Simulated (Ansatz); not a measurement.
# SVWN5/6-311+G(d,p) run of CH2FNSi (SMILES FC1=N[SiH2]1)

What is the vertical ionisation energy of CH2FNSi at SVWN5/6-311+G**? 

The calculation is run with Ansatz 0.2.0.

93 further runs of the same task are left out: 93 set aside as unsound or not needed.

### 1 The molecule

CH2FNSi has 6 atoms, charge 0, and is taken as a singlet. As SMILES, `FC1=N[SiH2]1`. The shape is that of a PBE0-D4/def2-TZVP optimisation.

Bond lengths: F1–C2 1.313 Å, C2–N3 1.261 Å, C2–Si4 1.766 Å, N3–Si4 1.801 Å, Si4–H5 1.477 Å, Si4–H6 1.477 Å. Angles: F1–C2–N3 128.8°, F1–C2–Si4 160.4°, N3–C2–Si4 70.8°, C2–N3–Si4 67.8°, C2–Si4–N3 41.4°, C2–Si4–H5 122.2°, C2–Si4–H6 122.2°, N3–Si4–H5 118.8°, N3–Si4–H6 118.8°, H5–Si4–H6 113.7°.

### 2 The energy at SVWN5/6-311+G(d,p)

molecule.yaml reads:

```yaml
basis:
  gaussian:
    orbitals: 6-311+G_st__st_-spherical.json
crystal:
  periodic: [false, false, false]
  atoms:
    - {symbol: F, position_ang: [1.423100, -1.608300, 0.851500]}
    - {symbol: C, position_ang: [0.513000, -0.815400, 0.333600]}
    - {symbol: "N", position_ang: [-0.624100, -1.110900, -0.124500]}
    - {symbol: Si, position_ang: [-0.284400, 0.654600, -0.233900]}
    - {symbol: H, position_ang: [0.001700, 1.243400, -1.557500]}
    - {symbol: H, position_ang: [-0.987300, 1.572700, 0.684600]}
hamiltonian:
  xc: {name: SVWN5}
accuracy: high
output: {orbitals: {seedname: orbitals}}
```

The basis set 6-311+G** is read from a file made from the Basis Set Exchange's data (not shown).

The run is started by

```
$ ansatz run molecule.yaml --threads 1 --pin off --max-ram 3480MiB --events-out events.jsonl --progress --plain --runs-dir runs
```

Log:

```text
Warning: RAYON_NUM_THREADS=1 ignored (pool sized by the plan → 1); use --threads N
Functional definition: SVWN5
  name "SVWN5"
  exchange = slater_x
  correlation = vwn5_c
1948 factors; integrals over basis functions are off by at most 3.8e-9 eV
mean field evaluation 1: about -13073.8039 eV, gradient 6.9e1 eV
mean field evaluation 2: about -12993.7911 eV, gradient 1.6e2 eV
mean field evaluation 4: about -13082.7109 eV, gradient 2.4e1 eV
mean field evaluation 8: about -13083.8642 eV, gradient 2.5e-1 eV
mean field evaluation 16: about -13083.8608 eV, gradient 8.0e-6 eV
mean field -13083.86076411 eV, -480.8230145218 hartree, gradient 4.7e-8 eV, S^2 0.000000; 0 other end points of the search recorded, 0 dependent functions left out
reference -13083.86076943 eV, -480.8230147172 hartree; 19, 19 occupied and 89, 89 virtual orbitals, 1948 factors
Total energy: -13083.86076943 eV, -480.8230147172 hartree
```

It took 4.8 s on 1 thread of Arm Neoverse V1, shared host; peak memory 0.25 GiB.

### 3 The doublet cation at the same level

job.yaml reads:

```yaml
crystal:
  periodic: [false, false, false]
  atoms:
    - {symbol: F, position_ang: [1.423100, -1.608300, 0.851500]}
    - {symbol: C, position_ang: [0.513000, -0.815400, 0.333600]}
    - {symbol: "N", position_ang: [-0.624100, -1.110900, -0.124500]}
    - {symbol: Si, position_ang: [-0.284400, 0.654600, -0.233900]}
    - {symbol: H, position_ang: [0.001700, 1.243400, -1.557500]}
    - {symbol: H, position_ang: [-0.987300, 1.572700, 0.684600]}
basis:
  gaussian:
    orbitals: 6-311+G_st__st_-spherical.json
total_charge: 1
magnetization:
  spin_polarized: true
  initial_magnetization: 1
hamiltonian:
  xc: {name: SVWN5}
accuracy: high
output: {orbitals: {seedname: orbitals}}
```

The basis set 6-311+G** is read from a file made from the Basis Set Exchange's data (not shown).

The run is started by

```
$ ansatz run job.yaml --threads 1 --pin off --max-ram 3480MiB --events-out events.jsonl --progress --plain --runs-dir runs
```

Log:

```text
Warning: RAYON_NUM_THREADS=1 ignored (pool sized by the plan → 1); use --threads N
[... 4 set-up lines as earlier in the session ...]
1948 factors; integrals over basis functions are off by at most 3.8e-9 eV
mean field evaluation 1: about -13050.0023 eV, gradient 6.9e1 eV
mean field evaluation 2: about -12780.1283 eV, gradient 2.0e2 eV
mean field evaluation 4: about -13057.8589 eV, gradient 6.6e1 eV
mean field evaluation 8: about -13073.7661 eV, gradient 4.6e-1 eV
mean field evaluation 16: about -13073.7635 eV, gradient 8.0e-4 eV
mean field evaluation 32: about -13072.6425 eV, gradient 2.4e0 eV
mean field -13073.76348844 eV, -480.4519464851 hartree, gradient 4.2e-8 eV, S^2 0.752096; 1 other end points of the search recorded, 0 dependent functions left out
reference -13073.76349589 eV, -480.4519467589 hartree; 19, 18 occupied and 89, 90 virtual orbitals, 1948 factors
Total energy: -13073.76349589 eV, -480.4519467589 hartree
```

Wall time 7.2 s (1 thread of Arm Neoverse V1, shared host); peak memory 0.29 GiB.

### 4 Outcome

Level: SVWN5/6-311+G**.

```
                                          quantity          value
                     singlet CH2FNSi: total energy  -480.82301 Eh
                      singlet CH2FNSi: HOMO energy       -6.57 eV
                      singlet CH2FNSi: LUMO energy       -2.23 eV
                    singlet CH2FNSi: HOMO–LUMO gap        4.33 eV
                      doublet cation: total energy  -480.45195 Eh
doublet cation: HOMO energy (highest over α and β)      -14.75 eV
 doublet cation: LUMO energy (lowest over α and β)      -13.70 eV
                              doublet cation: ⟨S²⟩          0.752
vertical ionisation energy (to the doublet cation)      10.097 eV
```

In words: Removing an electron at fixed nuclei costs 10.10 eV (233 kcal/mol). −ε(HOMO) before ionisation, 6.57 eV, is 3.53 eV below this ionisation energy.
